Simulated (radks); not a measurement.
**Eu²⁸⁺ in [Ar] 3d10 4s2 4p4 5p1: an all-electron calculation**

One table from this session's results is given with a row withheld; the runs are named, their logs left out.

The numbers are computed with radks (a radial shooting solver on a logarithmic mesh, Libxc functionals) version 1 (Dirac Kohn-Sham, PBE, spin-unpolarised, spherical densities, point nucleus; open shells fill j = l - 1/2 first), except any that are marked as measured or tabulated.

## Starting point

| Property | Result |
| --- | --- |
| element | europium (Z = 63) |
| charge | +28 |
| electrons | 35 |
| configuration | [Ar] 3d10 4s2 4p4 5p1 |

Set-up of the first run:

Settings of this run:

```text
Z 63
configuration [Ar] 3d10 4s2 4p4 5p1 5s0 4d0
relativity Dirac
functional pbe,pbe
spin unpolarised
j_filling energy
nucleus point
c 137.035999084
```

Command:

```bash
$ python run_ks.py task.json out
```

All runs below come from this command, one after another.

One of the session's tables, all rows but one given; the rest of the session is left out.

It belongs to the step «Shells». Radial moments (bohr):

```
level      <r>  outermost maximum (interpolated)  90 % within  nodes
1s1/2        ?                                 ?            ?      ?
2s1/2  0.09449                            0.0807        0.147      1
2p1/2  0.07899                            0.0610        0.130      0
2p3/2  0.08569                            0.0668        0.139      0
3s1/2   0.2465                             0.228        0.361      2
3p1/2   0.2358                             0.215        0.354      1
3p3/2   0.2481                             0.227        0.370      1
3d3/2   0.2194                             0.180        0.341      0
3d5/2   0.2232                             0.183        0.346      0
4s1/2   0.5111                             0.498        0.723      3
4p1/2   0.5119                             0.497        0.732      2
4p3/2   0.5306                             0.517        0.757      2
4d3/2   0.5260                             0.506        0.766      1
4d5/2   0.5313                             0.512        0.773      1
5s1/2   0.8903                             0.911         1.23      4
5p1/2   0.9038                             0.925         1.26      3
5p3/2   0.9288                             0.953         1.29      3
```

Estimate the missing values for 1s1/2.

As computed: <r>: 0.02232; outermost maximum (interpolated): 0.0142; 90 % within: 0.0403; nodes: 0. In the column «<r>» it is the lowest.
